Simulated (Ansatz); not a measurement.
Here is an Ansatz 0.2.0 calculation.

The input input.yaml:

```yaml
crystal:
  lattice:
    - [3.8791, 0.0, 0.0]
    - [-1.93955, 3.3594, 0.0]
    - [0.0, 0.0, 3.03755]
  atoms:
    - { symbol: Be, position: [0.0, 0.0, 0.0] }
    - { symbol: Sb, position: [0.33333, 0.66667, 0.5] }
hamiltonian:
  xc: pbe
  pseudopotentials: { kind: paw }
kpoints:
  mp_grid: { grid: [6, 6, 7] }
scf:
  occupations: { method: fermi_dirac, width: 0.05 }
output:
  forces: true
  stress: true
  eigenvalues: true
relax:
  f_tol: 0.01
  max_steps: 40
  cell: { stress_tol: 0.05 }
```

Potentials or basis: Ansatz PAW.

Run with:

```console
$ ansatz run input.yaml --threads 2 --pin off --max-ram 5632MiB --backend cpu --events-out ev --progress --plain --runs-dir out
```

What does it give for the relaxed volume?

19.95 Å³/atom.

Estimate the space group after relaxing (to 0.05 Å).

P-6m2 (No. 187).

Final structure:
```
Be Sb
1.0
     3.91806    0.00000    0.00000
    -1.95903    3.39314    0.00000
     0.00000    0.00000    3.00054
Be Sb
1 1
Direct
  0.00000 0.00000 0.00000
  0.33333 0.66667 0.50000
```

 Spin-orbit coupling is left out, which matters for the levels of Sb.
